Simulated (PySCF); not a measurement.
# H12N4Yb (Yb(NH3)43+): the cost of one run

Computed with PySCF 2.14.0. Level: B3LYP, Yb lcecp-1-SVP with ECP59, N def2-SVP, H def2-SVP; scalar-relativistic core potentials, no spin–orbit coupling.

3 further runs of the same task are left out: 2 for a known fault of the program, 1 that didn't finish.

**1. The starting structure**

17 atoms, charge 3, spin multiplicity 1.

Bond lengths: Yb1–N2 2.457 Å, Yb1–N6 2.457 Å, Yb1–N10 2.457 Å, Yb1–N14 2.457 Å, N2–H3 1.020 Å, N2–H4 1.020 Å, N2–H5 1.020 Å, N6–H7 1.020 Å, N6–H8 1.020 Å, N6–H9 1.020 Å, N10–H11 1.020 Å, N10–H12 1.020 Å, N10–H13 1.020 Å, N14–H15 1.020 Å, N14–H16 1.020 Å, N14–H17 1.020 Å. Angles: N2–Yb1–N6 109.5°, N2–Yb1–N10 109.5°, N2–Yb1–N14 109.5°, N6–Yb1–N10 109.5°, N6–Yb1–N14 109.5°, N10–Yb1–N14 109.5°, Yb1–N2–H3 113.0°, Yb1–N2–H4 113.0°, Yb1–N2–H5 113.0°, H3–N2–H4 105.8°, H3–N2–H5 105.8°, H4–N2–H5 105.8°, Yb1–N6–H7 113.0°, Yb1–N6–H8 113.0°, Yb1–N6–H9 113.0°, H7–N6–H8 105.8°, H7–N6–H9 105.8°, H8–N6–H9 105.8° and more.

Coordinates:

```xyz
17
charge 3, multiplicity 1
Yb    0.0000    0.0000    0.0000
N     1.4188    1.4188    1.4188
H     1.2652    1.2652    2.4154
H     2.4154    1.2652    1.2652
H     1.2652    2.4154    1.2652
N    -1.4188   -1.4188    1.4188
H    -1.2652   -1.2652    2.4154
H    -2.4154   -1.2652    1.2652
H    -1.2652   -2.4154    1.2652
N     1.4188   -1.4188   -1.4188
H     2.0320   -2.0320   -0.8818
H     0.8818   -2.0320   -2.0320
H     2.0320   -0.8818   -2.0320
N    -1.4188    1.4188   -1.4188
H    -2.0320    2.0320   -0.8818
H    -0.8818    2.0320   -2.0320
H    -2.0320    0.8818   -2.0320
```

Formal oxidation states: Yb +3. Each metal's 13 4f electrons lie in its core potential, so multiplicities, spins and levels count the valence alone.

**2. SCF at the start, singlet**

run.py (the lines that set the calculation)

```python
mol = gto.M(atom='''
Yb     0.00000     0.00000     0.00000
N      1.41880     1.41880     1.41880
H      1.26520     1.26520     2.41540
H      2.41540     1.26520     1.26520
H      1.26520     2.41540     1.26520
N     -1.41880    -1.41880     1.41880
H     -1.26520    -1.26520     2.41540
H     -2.41540    -1.26520     1.26520
H     -1.26520    -2.41540     1.26520
N      1.41880    -1.41880    -1.41880
H      2.03200    -2.03200    -0.88180
H      0.88180    -2.03200    -2.03200
H      2.03200    -0.88180    -2.03200
N     -1.41880     1.41880    -1.41880
H     -2.03200     2.03200    -0.88180
H     -0.88180     2.03200    -2.03200
H     -2.03200     0.88180    -2.03200''',
    basis={'Yb': 'lcecp-1-SVP', 'N': 'def2-SVP', 'H': 'def2-SVP'},
    ecp={'Yb': 'lcecp-1-SVP'},
    charge=3, spin=0)
mf = dft.RKS(mol, xc='B3LYP')
mf.grids.atom_grid = (50, 194)  # f atoms: unpruned, at least (60, 302)
mf = mf.density_fit()  # fitting sets: Yb AutoAux, N def2-universal-JKFIT, H def2-universal-JKFIT
mf.conv_tol = 1e-08; mf.max_cycle = 55
mf.kernel(dm0)  # dm0: free metal ions and neutral atoms
```

On the command line:

```bash
> OMP_NUM_THREADS=4 python run.py
```

What time and memory should one allow on 4 threads of AMD EPYC 9R45 (Zen 5), shared host?

About 2.3 s, with a peak of 0.99 GiB.
